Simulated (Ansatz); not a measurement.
# Pb12O: the cost of one run

All numbers below are computed with Ansatz 0.2.0 (DFT LDA, plane waves, PAW, scalar-relativistic, no spin polarisation).

**1. Starting point**

The cell holds 13 atoms (OPb12): a = 7.000 Å, b = 7.000 Å, c = 18.716 Å, α = 90.00°, β = 90.00°, γ = 60.00°.

As a file:

```cif
data_structure
_symmetry_space_group_name_H-M 'P 1'
_symmetry_Int_Tables_number 1
_cell_length_a 7.0004
_cell_length_b 7.0004
_cell_length_c 18.7158
_cell_angle_alpha 90.000
_cell_angle_beta 90.000
_cell_angle_gamma 60.000
_cell_volume 794.29
loop_
_atom_site_label
_atom_site_type_symbol
_atom_site_fract_x
_atom_site_fract_y
_atom_site_fract_z
_atom_site_occupancy
Pb1 Pb 0.16667 0.16667 0.05343 1
Pb2 Pb 0.66667 0.16667 0.05343 1
Pb3 Pb 0.16667 0.66667 0.05343 1
Pb4 Pb 0.66667 0.66667 0.05343 1
Pb5 Pb 0.83333 0.33333 0.20613 1
Pb6 Pb 0.33333 0.33333 0.20613 1
Pb7 Pb 0.83333 0.83333 0.20613 1
Pb8 Pb 0.33333 0.83333 0.20613 1
Pb9 Pb 0.00000 0.00000 0.35883 1
Pb10 Pb 0.50000 0.00000 0.35883 1
Pb11 Pb 0.00000 0.50000 0.35883 1
Pb12 Pb 0.50000 0.50000 0.35883 1
O1 O 0.18169 0.15996 0.41279 1
```

**2. Relaxing end A**

input.yaml

```yaml
crystal:
  lattice:
    - [7.000357, 0.0, 0.0]
    - [3.500179, 6.062487, 0.0]
    - [0.0, 0.0, 18.715768]
  atoms:
    - { symbol: Pb, position: [0.1666667, 0.1666667, 0.0534309] }
    - { symbol: Pb, position: [0.6666667, 0.1666667, 0.0534309] }
    - { symbol: Pb, position: [0.1666667, 0.6666667, 0.0534309] }
    - { symbol: Pb, position: [0.6666667, 0.6666667, 0.0534309] }
    - { symbol: Pb, position: [-0.1666667, 0.3333333, 0.2061301] }
    - { symbol: Pb, position: [0.3333333, 0.3333333, 0.2061301] }
    - { symbol: Pb, position: [-0.1666667, 0.8333333, 0.2061301] }
    - { symbol: Pb, position: [0.3333333, 0.8333333, 0.2061301] }
    - { symbol: Pb, position: [0.0, 0.0, 0.3588294] }
    - { symbol: Pb, position: [0.5, 0.0, 0.3588294] }
    - { symbol: Pb, position: [0.0, 0.5, 0.3588294] }
    - { symbol: Pb, position: [0.5, 0.5, 0.3588294] }
    - { symbol: O, position: [0.1816891, 0.1599593, 0.4127946] }
basis:
  ecutwfc: 420.0
kpoints:
  mp_grid: { grid: [3, 3, 1] }
hamiltonian:
  xc: lda
scf:
  occupations: { method: fermi_dirac, width: 0.1 }
  lower_state_search: "off"
relax:
  f_tol: 0.03
  max_steps: 60
  adjacent_minimum: "off"
  constraints: [{ sites: [0, 1, 2, 3] }]
```

The run is started by

```
ansatz run input.yaml --threads 4 --pin off --max-ram 10240MiB --backend cpu --events-out ev --progress --plain --runs-dir out
```

Q: Estimate wall time and peak memory on 4 threads of Intel Xeon 6975P-C (Granite Rapids), shared host.

About 68 s, with a peak of 1.8 GiB.
